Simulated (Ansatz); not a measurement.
# InGaO: from a guess to a relaxed structure

The task: take a trial cell of InGaO to zero force and stress.

Method: DFT PBE, scalar-relativistic, plane waves, PAW, in Ansatz 0.2.0.

### 1 The system as given

Symmetry: Pmmm, No. 47, orthorhombic system. The conventional cell has a = 3.641 Å, b = 3.666 Å, c = 3.694 Å, α = 90.00°, β = 90.00°, γ = 90.00°. In (site symmetry mmm) is surrounded by 4 O at 2.58 Å. Around Ga (site symmetry mmm) lie 2 O at 1.85 Å. O (site symmetry mmm) is surrounded by 2 Ga at 1.85 Å and 4 In at 2.58 Å.

As a file:

```
CELL_PARAMETERS angstrom
3.64087 0.00000 0.00000
0.00000 3.66591 0.00000
0.00000 0.00000 3.69398
ATOMIC_POSITIONS crystal
In 0.00000 0.00000 0.00000
Ga 0.50000 0.50000 0.50000
O 0.50000 0.50000 0.00000
```

Recipe of the guess: species swapped into a database cell of TbCoC (Pmmm, No. 47), with In on the Tb sites, Ga on the Co sites and O on the C sites. The dimensions are guesses.

### 2 Probe: one point on a coarse mesh

input.yaml

```yaml
crystal:
  lattice:
    - [3.64086753, 0.0, 0.0]
    - [0.0, 3.66591071, 0.0]
    - [0.0, 0.0, 3.69398361]
  atoms:
    - { symbol: In, position: [0.0, 0.0, 0.0] }
    - { symbol: Ga, position: [0.5, 0.5, 0.5] }
    - { symbol: O, position: [0.5, 0.5, 0.0] }
basis:
  ecutwfc: 420
kpoints:
  mp_grid: { grid: [6, 6, 6] }
hamiltonian:
  xc: pbe
scf:
  occupations: { method: gaussian, width: 0.1 }
  lower_state_search: "off"
output:
  forces: true
  stress: true
  eigenvalues: true
```

On the command line:

```sh
ansatz run input.yaml --threads 1 --pin off --max-ram 2560MiB --backend cpu --events-out ev --progress --plain --runs-dir out
```

Further runs follow: spin check on a coarse mesh; a loose first relaxation; full relaxation.

**Question.** What will these runs give? Wanted: conventional cell; volume; energy over the elements; gap on the mesh.

As calculated:

```
                                                              quantity                                                                      value
                                symmetry at the end (tolerance 0.05 Å)                                                  space group Pmmm (No. 47)
                                                     conventional cell  a = 3.508 Å, b = 3.868 Å, c = 4.656 Å, α = 90.00°, β = 90.00°, γ = 90.00°
                                                                volume                                                              21.06 Å³/atom
energy over the elements (uncorrected; H, N, O, F and Cl as molecules)                                                              -0.40 eV/atom
                                                       gap on the mesh                                                               none (metal)
```

The space group Pmmm (No. 47) is kept, and the volume per atom grows by 28.2 % from the first guess. A negative formation energy is needed for stability but isn't enough; other structures and compounds were not set against it here. No finished test with a distortion of lower symmetry is shown, so the end may be a saddle point. A spin-polarised run here lost its starting moments, which speaks against magnetism, though one start doesn't rule it out. Other magnetic orders were not searched.
